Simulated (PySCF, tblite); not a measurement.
**C₂H₉ClGeSi: geometry, infrared bands and NMR shifts**

What infrared bands and NMR shifts should C₂H₉ClGeSi (`C[SiH2][C@H](Cl)[GeH3]`) show?

The runs use tblite 0.8.0 and PySCF 2.14.0, with density-fitted response routines of our own; the level of theory stands in each step. All values are computed, except where a source is named. Atoms count from 0, in the outputs and in this text.

### Step 1. The starting structure

14 atoms, charge 0, multiplicity 1; geometry from: force field or distance geometry start.

Bonds of the start (Å): C0–Si1 1.84, Si1–C2 1.86, C2–Cl3 1.77, C2–Ge4 1.92, C0–H5 1.13, C0–H6 1.11, C0–H7 1.11, Si1–H8 1.48, Si1–H9 1.48, C2–H10 1.11, Ge4–H11 1.56, Ge4–H12 1.55, Ge4–H13 1.56.

### Step 2. Geometry optimisation with GFN2-xTB

The job: settings as JSON, then the geometry in Å.

```
{"job": {"kind": "relax", "xc": "GFN2-xTB", "basis": "xTB"}, "charge": 0, "multiplicity": 1}
C     -1.619100     0.346900    -0.514100
Si    -1.016000    -0.115700     1.158100
C      0.831000    -0.315200     1.287200
Cl     1.420400     0.902900     2.428100
Ge     1.751900    -0.166500    -0.387300
H     -2.732700     0.528300    -0.409800
H     -1.532200    -0.458600    -1.267300
H     -1.197900     1.297900    -0.897300
H     -1.687700    -1.341900     1.638200
H     -1.447500     0.954900     2.091500
H      1.050200    -1.313800     1.722200
H      1.574200    -1.423200    -1.293200
H      1.331400     1.073700    -1.219100
H      3.273300     0.029900    -0.079400
```

Command:

```console
$ OMP_NUM_THREADS=1 python probes_run.py task.json out
```

The driver reads the jobs from task.json and runs them one after another.

**Question.** This job is followed by: GFN2-xTB harmonic vibrations, gas phase; GIAO PBE0/pcSseg-1 NMR shielding, non-relativistic, gas phase. Predict these results of the whole session: strongest single infrared mode (GFN2-xTB); zero-point energy (GFN2-xTB); ¹³C shifts against TMS (PBE0/pcSseg-1); ¹H shifts against TMS (PBE0/pcSseg-1, means over atoms taken as alike); ²⁹Si shifts against TMS (PBE0/pcSseg-1); ³⁵Cl shifts against HCl (PBE0/pcSseg-1); ⁷³Ge shifts against GeMe4 (PBE0/pcSseg-1).

As calculated:

```
                                                              quantity                             value
                             strongest single infrared mode (GFN2-xTB)             2054 cm⁻¹, 415 km/mol
                                          zero-point energy (GFN2-xTB)                     57.9 kcal/mol
                                ¹³C shifts against TMS (PBE0/pcSseg-1)                    28.3, -9.7 ppm
¹H shifts against TMS (PBE0/pcSseg-1, means over atoms taken as alike)  4.46, 4.40, 3.80, 3.02, 0.32 ppm
                               ²⁹Si shifts against TMS (PBE0/pcSseg-1)                         -35.2 ppm
                               ³⁵Cl shifts against HCl (PBE0/pcSseg-1)                            69 ppm
                             ⁷³Ge shifts against GeMe4 (PBE0/pcSseg-1)                          -212 ppm
```

In words: Relaxing lowered the energy by 0.404 eV in 122 steps; the close pair that moved most is Ge4–H13, from 1.565 to 1.496 Å. No mode is imaginary among the 36: a minimum at this level. The strongest single mode, at 2054 cm⁻¹, moves mainly H13 and H11. Unscaled tight-binding wavenumbers are off by several per cent, some by more. Its intensities can rank the bands wrongly. C2 (sp3 CH bonded to Cl and Ge and Si) lies farthest downfield among carbon, at 28.3 ppm; deshielded by the electronegative neighbour. At PBE0/pcSseg-1: The largest span, 343 ppm, is at Cl3, where the paramagnetic term is -267 ppm. Spin-orbit coupling is left out, which matters for shieldings and couplings at and beside the heavy atoms.
